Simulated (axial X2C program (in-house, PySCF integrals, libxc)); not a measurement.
**GeH⁺: properties at the nuclei**

Aim: properties at the nuclei of GeH⁺, with spin–orbit coupling in the Hamiltonian from the start.

The runs use an in-house X2C program for linear molecules on PySCF integrals; two-component X2C with atomic mean-field terms, Ge dyall-acv3z, H dyall-av3z.

All values are calculated.

**1. The job**

File task.json:

```json
{"zs": [32, 1], "q": 1, "bas": ["dyall-acv3z", "dyall-av3z"], "r0": 1.53, "levels": ["PBE0", "HF", "B3LYP"], "nst": 1, "ff": 1, "thr": -3.5, "nmax": 130, "opt": {"ecut": 60}}
```

Keys: zs atomic numbers; q charge; bas basis sets; r0 starting distance in Å; levels methods (HF also brings MP2); nst determinants followed; ff finite-field run; thr threshold in hartree for freezing inner shells (an s shell follows its p shell); nmax most natural virtual spinors; ecut virtual cutoff in hartree.

The run is started by

```console
$ python soeom.py task.json out
```

After this run come: Expectation values, lowest determinant; Finite-field coupled cluster.

Before running it: what results should come out? Wanted: lowest determinant; qzz Ge; qzz H (for each run or level that gives them).

As calculated:

```
              quantity                 value
    lowest determinant  Ω = 0 (closed shell)
   qzz Ge (a.u.), PBE0                 -7.55
    qzz H (a.u.), PBE0                  0.09
qzz Ge (a.u.), CCSD(T)                 -7.23
 qzz H (a.u.), CCSD(T)                  0.10
```

**Reading.** The expectation values come from single determinants, which for open shells can mix terms of unlike spin or miss the lowest Ω, so a determinant need not be a state. qzz is the electric field gradient, eQq0 = 234.96 MHz × Q/barn × qzz. The operators were transformed with the bare-nucleus X2C matrices. Correlation of the inner shells is missing, which matters for properties at the nucleus.
